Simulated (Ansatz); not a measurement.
I need a rigid scan of one bond angle of CH4S2Si, SMILES S=C[SiH2]S. Use Ansatz 0.2.0, Python API. Settings (for the species named): Hartree-Fock, def2-SVP basis, multiplicity 1.

```yaml
atoms:
  - { symbol: S, position_ang: [-1.3382, 0.2957, -1.9619] }
  - { symbol: C, position_ang: [0.1073, 0.4275, -1.2479] }
  - { symbol: Si, position_ang: [0.2068, 0.3517, 0.5979] }
  - { symbol: S, position_ang: [0.3188, -1.6927, 1.2420] }
  - { symbol: H, position_ang: [1.0608, 0.5287, -1.8142] }
  - { symbol: H, position_ang: [-0.8766, 1.0577, 1.3070] }
  - { symbol: H, position_ang: [1.5403, 0.9651, 1.0724] }
  - { symbol: H, position_ang: [-0.9269, -1.9908, 0.7489] }
```

`ch4s2si_bend.py`:
```python
"""Energy of CH4S2Si against one bond angle."""

import logging
import sys

import ansatz as az
from ase import Atoms

logging.basicConfig(stream=sys.stdout, format="%(levelname)s:%(name)s:%(message)s")
logger = logging.getLogger("ch4s2si")
logger.setLevel(logging.INFO)


def main() -> None:
    atoms = Atoms(["S", "C", "Si", "S", "H", "H", "H", "H"], positions=[
        [-1.3382, 0.2957, -1.9619],
        [0.1073, 0.4275, -1.2479],
        [0.2068, 0.3517, 0.5979],
        [0.3188, -1.6927, 1.242],
        [1.0608, 0.5287, -1.8142],
        [-0.8766, 1.0577, 1.307],
        [1.5403, 0.9651, 1.0724],
        [-0.9269, -1.9908, 0.7489],
    ])

    # relax first, so that the scan starts from a minimum
    first = (
        az.Crystal.molecule_from_ase(atoms).calculation()
        .basis(gaussian="def2-SVP")
        .functional("hf")
        .relax(force_tolerance=0.02, max_steps=80)
    )
    atoms.positions = first.run().report["positions_ang"]

    rows = []
    for angle in [90, 100, 110, 120, 135, 150, 165, 179]:
        bent = atoms.copy()
        bent.set_angle(2, 3, 7, angle, indices=[7])
        job = az.Crystal.molecule_from_ase(bent).calculation()
        job = job.basis(gaussian="def2-SVP").functional("hf")
        rows.append((angle, job.run().report["free_energy_ev"]))
    floor = min(e for _, e in rows)
    for angle, e in rows:
        logger.info(f"angle Si2-S3-H7 = {angle:3d} deg   {1000 * (e - floor):9.1f} meV")


if __name__ == "__main__":
    main()
```

```console
$ python ch4s2si_bend.py
INFO:ch4s2si:angle Si2-S3-H7 =  90 deg        19.2 meV
INFO:ch4s2si:angle Si2-S3-H7 = 100 deg         0.0 meV
INFO:ch4s2si:angle Si2-S3-H7 = 110 deg       100.6 meV
INFO:ch4s2si:angle Si2-S3-H7 = 120 deg       307.8 meV
INFO:ch4s2si:angle Si2-S3-H7 = 135 deg       776.4 meV
INFO:ch4s2si:angle Si2-S3-H7 = 150 deg      1346.4 meV
INFO:ch4s2si:angle Si2-S3-H7 = 165 deg      1859.9 meV
INFO:ch4s2si:angle Si2-S3-H7 = 179 deg      2097.7 meV
```

The scan is rigid, and the energies are electronic, in a modest basis. The zero is the lowest point of the grid, which needn't be the minimum. Hardware and time: 34 s on 1 thread of Arm Neoverse V1, on a shared host, peak memory 0.24 GiB.
